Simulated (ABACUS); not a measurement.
The system is AgRh.

```
CELL_PARAMETERS angstrom
2.77759 0.00000 0.00000
-1.38879 2.40546 0.00000
0.00000 0.00000 4.80860
ATOMIC_POSITIONS crystal
Ag 0.00000 0.00000 0.50000
Rh 0.66667 0.33333 0.00000
```

The cell comes from a database or a generator and needn't be the stable form of this composition.

```yaml
Program: ABACUS 3.10.1
Task: relaxation of cell and atoms
Functional: PBE
Potentials_or_basis: PseudoDojo NC SR 0.4.1 PBE standard
Cutoff: 1211 eV
Density_cutoff: 4844 eV
Basis: plane waves
k_mesh: 8 × 8 × 4
Occupations: fermi-dirac, width 0.05 eV
Spin: no spin polarisation
```

At the start: pressure -2.1 GPa; volume 16.06 Å³/atom.

Question: Where does the relaxation end?

Answer: Over 5 steps the energy falls by 2.3 meV/atom and the volume is 15.82 Å³/atom (-1.5 %); space group P-6m2 (No. 187, to 0.05 Å).

Step by step:
```tsv
step	energy change (eV)	largest force (eV/Å)	pressure (GPa)	volume (Å³)
1	0.0000	0.0000	-2.15	32.13
2	0.0003	0.0000	2.95	31.10
3	-0.0040	0.0000	0.27	31.62
4	-0.0047	0.0000	0.03	31.63
5	-0.0047	0.0000	0.03	31.64
```

Final structure:
```
Ag Rh
1.0
     2.77412    0.00000    0.00000
    -1.38706    2.40245    0.00000
     0.00000    0.00000    4.74684
Ag Rh
1 1
Cartesian
  0.0000 0.0000 2.3734
  1.3871 0.8008 0.0000
```
